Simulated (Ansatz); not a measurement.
# CH7AlOSi: a ladder of functionals and wavefunction methods

The task here is to estimate one member of a computed series from the others.

Computed with Ansatz 0.2.0, Gaussian basis. Level: functionals in def2-TZVPP, the program's frozen cores in correlated methods.

The runs, in order: LDA (SPW92), PBE-D4, revPBE-D4, BLYP-D4, r2SCAN-D4, B97M-V, PBE0-D4, B3LYP-D4, r2SCANh-D4, r2SCAN0-D4, HSE06-D4, BHLYP-D4, CAM-B3LYP-D4, LC-ωPBE, ωB97X-V, ωB97M-V, B2PLYP, PBE-QIDH; CCSD(T)/def2-SVP; CCSD(T)/def2-TZVPP; MP2/def2-QZVPP; extrapolation to the limit; RPA on PBE.

### The relaxed structure

An earlier PBE0-D4 in a triple-zeta def2 set relaxation fixed the geometry.

SMILES `[CH3][AlH][O][SiH3]`, 11 atoms, charge 0, spin multiplicity 1.

Atoms are counted from 1 here; the program's logs count them from 0.

Bond lengths: C1–Al2 1.942 Å, C1–H5 1.093 Å, C1–H6 1.096 Å, C1–H7 1.094 Å, Al2–O3 1.688 Å, Al2–H8 1.582 Å, O3–Si4 1.621 Å, Si4–H9 1.488 Å, Si4–H10 1.489 Å, Si4–H11 1.488 Å. Angles: Al2–C1–H5 112.4°, Al2–C1–H6 110.3°, Al2–C1–H7 111.7°, H5–C1–H6 107.2°, H5–C1–H7 108.4°, H6–C1–H7 106.6°, C1–Al2–O3 119.8°, C1–Al2–H8 124.0°, O3–Al2–H8 116.2°, Al2–O3–Si4 169.7°, O3–Si4–H9 110.1°, O3–Si4–H10 110.8°, O3–Si4–H11 110.2°, H9–Si4–H10 108.4°, H9–Si4–H11 108.8°, H10–Si4–H11 108.4°.

The first run:

Contents of in.yaml:

```yaml
crystal:
  periodic: [false, false, false]
  atoms:
    - {symbol: C, position_ang: [-1.516076, 1.536831, -0.427415]}
    - {symbol: Al, position_ang: [-1.148244, -0.171860, 0.419404]}
    - {symbol: O, position_ang: [0.407464, -0.823265, 0.350362]}
    - {symbol: Si, position_ang: [1.960747, -1.220806, 0.113427]}
    - {symbol: H, position_ang: [-0.796592, 1.774165, -1.214920]}
    - {symbol: H, position_ang: [-1.466963, 2.345397, 0.310861]}
    - {symbol: H, position_ang: [-2.521602, 1.566497, -0.857005]}
    - {symbol: H, position_ang: [-2.226467, -1.018124, 1.209736]}
    - {symbol: H, position_ang: [2.731514, -1.046571, 1.374007]}
    - {symbol: H, position_ang: [2.573531, -0.359905, -0.936308]}
    - {symbol: H, position_ang: [2.068088, -2.639359, -0.321451]}
basis:
  gaussian: {orbitals: def2-TZVPP}
hamiltonian: {xc: lda}
output: {orbitals: {seedname: orbitals}}
```

Among the steps run: LDA; PBE-D4 (GGA); revPBE-D4 (GGA); BLYP-D4 (GGA); r2SCAN-D4 (meta-GGA); B97M-V (meta-GGA); PBE0-D4 (hybrid); B3LYP-D4 (hybrid); r2SCANh-D4 (hybrid); r2SCAN0-D4 (hybrid); HSE06-D4 (hybrid); BHLYP-D4 (hybrid); CAM-B3LYP-D4 (range-separated); LC-ωPBE-D4 (range-separated; the results give it without D4); ωB97X-V (range-separated); ωB97M-V (range-separated); B2PLYP (double hybrid); PBE-QIDH (double hybrid).

One of the session's tables, all rows but one given; the rest of the session is left out.

It belongs to the step «Frontier levels by functional». 

| functional | HOMO (eV) | gap (eV) |
| --- | --- | --- |
| LDA (SPW92) | -6.71 | 5.00 |
| PBE-D4 | -6.62 | 5.15 |
| revPBE-D4 | -6.59 | 5.22 |
| BLYP-D4 | -6.52 | 5.14 |
| r2SCAN-D4 | ? | ? |
| B97M-V | -7.05 | 5.68 |
| PBE0-D4 | -7.93 | 7.24 |
| B3LYP-D4 | -7.73 | 6.81 |
| r2SCANh-D4 | -7.41 | 6.57 |
| r2SCAN0-D4 | -8.13 | 7.67 |
| HSE06-D4 | -7.53 | 6.47 |
| BHLYP-D4 | -9.16 | 9.22 |
| CAM-B3LYP-D4 | -9.32 | 9.52 |
| LC-ωPBE | -10.67 | 12.00 |
| ωB97X-V | -10.33 | 11.51 |
| ωB97M-V | -10.16 | 11.02 |

**Question.** Estimate the row for r2SCAN-D4.

Worked estimate for «HOMO (eV)». Against the share of exact exchange, r2SCANh-D4 (0.1, -7.41), r2SCAN0-D4 (0.25, -8.13) give a slope of -4.80 per unit share; at 0 the line stands at -6.93.

As computed: HOMO (eV): -6.93; gap (eV): 5.83. In «HOMO (eV)» the line misses by 0.00.
